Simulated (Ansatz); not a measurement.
## LiHPd, space group P4/mmm: a band structure, step by step

With Ansatz's Python interface.

Input file `POSCAR_lihpd`:
```text
LiHPd
1.0
   2.77946670    0.00000000    0.00000000
   0.00000000    2.77946670    0.00000000
   0.00000000    0.00000000    3.90431543
Li H Pd
1 1 1
Direct
   0.50000000    0.50000000    0.50000000
   0.50000000    0.50000000    0.00000000
   0.00000000    0.00000000    0.00000000
```

The cells in order, each with its output:

```python
from collections import Counter
import json

import ansatz as az
from ase.io import read
import numpy as np
```

```python
atoms = read("POSCAR_lihpd", format="vasp")
lihpd = az.Crystal.from_ase(atoms)
```

```python
# vertices of the path, as fractions of the reciprocal vectors
path = [
    ("G", (0.0, 0.0, 0.0)),
    ("X", (0.0, 0.5, 0.0)),
    ("M", (0.5, 0.5, 0.0)),
    ("G", (0.0, 0.0, 0.0)),
    ("Z", (0.0, 0.0, 0.5)),
    ("R", (0.0, 0.5, 0.5)),
]
job = (
    lihpd.calculation()
    .functional("PBEsol")
    .occupations("Fermi-Dirac", width=0.05)
    .kpoints(8, 8, 6)
    .basis(38 * az.Ry)
    .band_structure([point for _, point in path], intervals=6)
    .scf(extra_bands=8)
)
outcome = job.run(events_out="events.ndjson")
report = outcome.report
```

    

```python
report["n_kpoints"], report["n_symmetry_ops"], report["n_pw"]
```

    (60, 16, 815)

```python
report["kweights"]
```

    [0.0026041666666666665, 0.005208333333333333, 0.005208333333333333, 0.0026041666666666665,
     0.010416666666666666, 0.020833333333333332, 0.020833333333333332, 0.010416666666666666,
     0.010416666666666666, 0.020833333333333332, 0.020833333333333332, 0.010416666666666666,
     0.010416666666666666, 0.020833333333333332, 0.020833333333333332, 0.010416666666666666,
     0.005208333333333333, 0.010416666666666666, 0.010416666666666666, 0.005208333333333333,
     0.010416666666666666, 0.020833333333333332, 0.020833333333333332, 0.010416666666666666,
     0.020833333333333332, 0.041666666666666664, 0.041666666666666664, 0.020833333333333332,
     0.020833333333333332, 0.041666666666666664, 0.041666666666666664, 0.020833333333333332,
     0.010416666666666666, 0.020833333333333332, 0.020833333333333332, 0.010416666666666666,
     0.010416666666666666, 0.020833333333333332, 0.020833333333333332, 0.010416666666666666,
     0.020833333333333332, 0.041666666666666664, 0.041666666666666664, 0.020833333333333332,
     0.010416666666666666, 0.020833333333333332, 0.020833333333333332, 0.010416666666666666,
     0.010416666666666666, 0.020833333333333332, 0.020833333333333332, 0.010416666666666666,
     0.010416666666666666, 0.020833333333333332, 0.020833333333333332, 0.010416666666666666,
     0.0026041666666666665, 0.005208333333333333, 0.005208333333333333, 0.0026041666666666665]

```python
{key: value for key, value in report.items() if isinstance(value, (int, float)) and "ev" in key}
```

    {'gap_by_band_count_ev': -5.875263644404111,
     'fermi_energy_ev': 11.432225657158975,
     'harris_foulkes_ev': -7126.596430076199,
     'free_energy_ev': -7126.596430076192,
     'internal_energy_ev': -7126.592170117045,
     'lagrangian_ev': -7126.596430076192,
     'energy_sigma0_ev': -7126.594300096618,
     'lagrangian_sigma0_ev': -7126.594300096618,
     'lagrangian_above_aufbau_ev': -0.002773043136019745,
     'entropy_ts_ev': 0.004259959146781347,
     'loop_fermi_energy_ev': 11.432225657158975,
     'occupations_fermi_energy_ev': 11.432225657158343}

```python
with open("events.ndjson") as stream:
    kinds = Counter(json.loads(line)["event"] for line in stream)
print("events:", {kind: kinds[kind] for kind in ("scf_iter", "scf_done", "notice", "finished")})
```

    events: {'scf_iter': 6, 'scf_done': 1, 'notice': 2, 'finished': 1}

```python
print("%-22s %14.5f eV" % ("F = E - TS", report["free_energy_ev"]))
print("%-22s %14.5f eV" % ("E", report["internal_energy_ev"]))
print("%-22s %14.5f eV" % ("Harris-Foulkes", report["harris_foulkes_ev"]))
print("%-22s %14.5f eV" % ("Fermi level", report["fermi_energy_ev"]))
```

    F = E - TS                -7126.59643 eV
    E                         -7126.59217 eV
    Harris-Foulkes            -7126.59643 eV
    Fermi level                  11.43223 eV

```python
bands = outcome.band_structure()
fermi = bands.fermi_energy_ev
print(f"zero of the bands: {fermi:.3f} eV, the Fermi level found on the SCF mesh")
for spin, channel in enumerate(bands.channels):
    print("channel", spin, "- computed levels within 8 eV of the Fermi level")
    for i, (label, _) in enumerate(path):
        levels = channel.eigenvalues_ev[i * 6] - fermi
        print(f"  {label:3s}", " ".join(f"{e:7.3f}" for e in levels if abs(e) < 8))
```

    zero of the bands: 11.432 eV, the Fermi level found on the SCF mesh
    channel 0 - computed levels within 8 eV of the Fermi level
      G    -4.815  -4.249  -1.957  -1.957  -1.548   1.457   5.588
      X    -5.325  -4.871  -4.115  -3.564  -2.937  -1.767   1.118   6.589   7.834
      M    -7.945  -3.394  -3.394  -2.574  -0.484   1.604   1.604   4.759   6.360   7.870
      G    -4.815  -4.249  -1.957  -1.957  -1.548   1.457   5.588
      Z    -4.778  -2.401  -2.347  -2.094  -2.094  -1.543
      R    -5.382  -4.649  -4.410  -2.909  -1.934  -1.848  -0.046   3.277   6.868

What to keep in mind:
- Total energies depend on the potentials; only differences at equal settings carry meaning. A total without «per atom» is that of the cell as typed.
- The mesh is modest for a metal, so energies can be off by several to tens of meV an atom and pressures by half a GPa or more; differences at equal mesh fare better.
- An absolute Fermi energy rests on an arbitrary zero of the periodic potential and has no direct meaning.
- A gap by band count of zero or less means overlapping bands, a metal.
- This cell is a computed structure, which may not be the phase found in nature.
- Levels are Kohn-Sham eigenvalues on this mesh, without spin-orbit coupling.
- Finished in 3.1 s on 1 thread of Arm Neoverse V2, with other jobs on the host, peak memory 0.43 GiB.

(Lines on the test bed's own set-up are left out of the output.)
